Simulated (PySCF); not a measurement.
# [Re5]−: forces at shaken geometries

Aim: move all atoms of relaxed [Re5]− at random and read energies and forces. It is a constructed species; whether it can be made isn't addressed.

Program: PySCF 2.14.0. Level of theory: B3LYP, Re def2-SVP with ECP60; scalar-relativistic core potentials, no spin–orbit coupling. These are calculated values, not measurements.

6 further runs of the same task are left out: 2 for a known fault of the program, 4 that didn't finish. Runs told in other sessions of the task aren't counted.

## Step 1: Where the work starts

5 atoms, charge -1, spin multiplicity 3.

Bond lengths: Re1–Re2 2.397 Å, Re1–Re4 2.308 Å, Re1–Re5 2.447 Å, Re2–Re3 2.308 Å, Re2–Re5 2.447 Å, Re3–Re4 2.310 Å. Angles: Re2–Re1–Re4 88.9°, Re2–Re1–Re5 60.7°, Re4–Re1–Re5 72.9°, Re1–Re2–Re3 88.9°, Re1–Re2–Re5 60.7°, Re3–Re2–Re5 72.9°, Re2–Re3–Re4 91.1°, Re1–Re4–Re3 91.1°, Re1–Re5–Re2 58.6°.

As a file:

```xyz
5

Re    1.61939   -0.07522   -0.31550
Re   -0.07525    1.61939   -0.31546
Re   -1.67097   -0.03735   -0.50310
Re   -0.03732   -1.67106   -0.50317
Re    0.16415    0.16423    1.63723
```

An earlier session relaxed this geometry at B3LYP, Re def2-SVP with ECP60 (triplet, point group Cs).

Its energy there is -391.427280 Eh.

## Step 2: Atoms moved at random, σ = 0.06 Å

run.py (the lines that set the calculation) reads:

```python
mol = gto.M(atom='''
Re     1.66951    -0.08230    -0.34014
Re    -0.14242     1.67883    -0.37880
Re    -1.57751     0.04730    -0.47407
Re    -0.01454    -1.72493    -0.52438
Re     0.06496     0.08111     1.71739''',
    basis={'Re': 'def2-SVP'},
    ecp={'Re': 'def2-SVP'},
    charge=-1, spin=2)
mf = dft.UKS(mol, xc='B3LYP')
mf.grids.atom_grid = (50, 194)
mf = mf.density_fit()  # fitting sets: Re def2-universal-JKFIT
mf.conv_tol = 1e-08; mf.max_cycle = 55
mf.kernel(dm0)  # dm0: the density of the relaxed state
```

Run with:

```bash
> OMP_NUM_THREADS=4 python run.py
```

What does the calculation give? Wanted: for each run, σ; energy rise; harmonic estimate −½ F·u; largest force component.

The runs gave:

| σ (Å) | energy rise (eV) | harmonic estimate −½ F·u (eV) | largest force component (eV/Å) |
| --- | --- | --- | --- |
| 0.06 | 0.475 | 0.391 | 2.19 |

Every displacement raises the energy. For a harmonic well the rise equals −½ F·u; the two differ by at most 18 % here (a move with σ = 0.06 Å), from anharmonicity, the grid and the small forces left at the relaxed point. The bases are small and lack diffuse functions. Spin–orbit coupling is left out for this open shell, where it can reorder the states. Open shells may have lower solutions than the one found.
